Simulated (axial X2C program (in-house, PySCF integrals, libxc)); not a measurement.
**ZrS⁺: from the state search to constants**

Aim: find the lowest determinant of ZrS⁺, scan the bond at several levels and fit the constants, once spin-free and once with spin–orbit coupling.

Method: all-electron X2C, Zr dyall-cv3z, S dyall-av3z; program: an in-house X2C program for linear molecules on PySCF integrals.

All values are calculated.

### 1 Input

File task.json:

```json
{
 "zs": [
  40,
  16
 ],
 "q": 1,
 "bas": [
  "dyall-cv3z",
  "dyall-av3z"
 ],
 "levels": [
  "PBE0",
  "HF",
  "PBEsol"
 ],
 "cc": true,
 "r0": 2.21,
 "thr": -1.0,
 "nmax": 90,
 "npts": 10,
 "nst": 2,
 "ntry": 6
}
```

Keys: zs atomic numbers; q charge; bas basis sets; levels methods (HF also brings MP2); cc coupled cluster on or off; r0 starting distance in Å; thr threshold in hartree for freezing inner shells (an s shell follows its p shell); nmax most natural virtual spinors; npts points asked for on the curve; nst determinants followed; ntry starts of the search.

Started as:

```console
$ python so2c.py task.json out
```

Spin-free means the one-electron spin-free X2C Hamiltonian; two-component (2c) means X2C with spin–orbit coupling and atomic mean-field two-electron Coulomb and Gaunt terms. Basis: Zr dyall-cv3z contracted to [11s12p9d6f3g], S dyall-av3z contracted to [9s8p3d2f]; Gaussian nuclei, density fitting. Masses: Zr 89.905 u, S 31.972 u.

Notation: σ, π±, δ± give the projection m of an orbital's angular momentum (0, ±1, ±2), α and β its spin, Λ and M_S the sums; ω is the projection of a spinor's total angular momentum and Ω the sum. Logs are in hartree.

After this run come: PBE0, spin-free; HF, spin-free; PBEsol, spin-free; Correlated methods, spin-free; A higher determinant, spin-free; PBE0, 2c; HF, 2c; PBEsol, 2c; MP2 and beyond, 2c; A higher determinant, 2c.

**Question.** What will these runs give? Wanted: for each run, Hamiltonian; Re; ωe; De; μ.

**Answer**, as computed:

Lowest determinant found, spin-free: M_S = 1/2, Λ = 2 (beyond closed shells: δ+α).

Lowest determinant found, 2c: Ω = 3/2 (unpaired: ω = 3/2).

```
Hamiltonian   level  Re (Å)  ωe (cm⁻¹)  De (eV)  μ (D)
  spin-free    PBE0   2.139        582     5.19  -6.29
  spin-free  PBEsol   2.147        564     6.06  -5.67
         2c    PBE0   2.139        582     5.19  -6.28
         2c  PBEsol   2.147        564     6.09  -5.67
```

Dipoles are positive if S is the positive end and refer to the centre of mass. No constants: spin-free HF (the dipole of the solution jumps along the scan, a sign of a change of state); spin-free MP2 (the dipole of the reference jumps along the scan, a sign of a change of state); spin-free CCSD (the dipole of the reference jumps along the scan, a sign of a change of state); spin-free CCSD(T) (the dipole of the reference jumps along the scan, a sign of a change of state); 2c HF (the dipole of the solution jumps along the scan, a sign of a change of state); 2c MP2 (the dipole of the reference jumps along the scan, a sign of a change of state); 2c CCSD (the dipole of the reference jumps along the scan, a sign of a change of state); 2c CCSD(T) (the dipole of the reference jumps along the scan, a sign of a change of state).

In words: At PBE0, going from spin-free to two-component changes Re by 0 mÅ, ωe by 0.0 % and De by 0.00 eV; the spin-free picture holds up (part of it comes from the scalar share of the two-electron terms).

De refers to Zr+ + S. The state is a single determinant with fixed occupations, the lowest that a limited PBE0 search found. De is counted from the lowest determinant-based energies of the atoms at the same level, without counterpoise correction. Density functionals use the spin component along the axis (collinear). At some level an empty orbital lies below a filled one. The spin-free determinant is spin-contaminated at some levels.
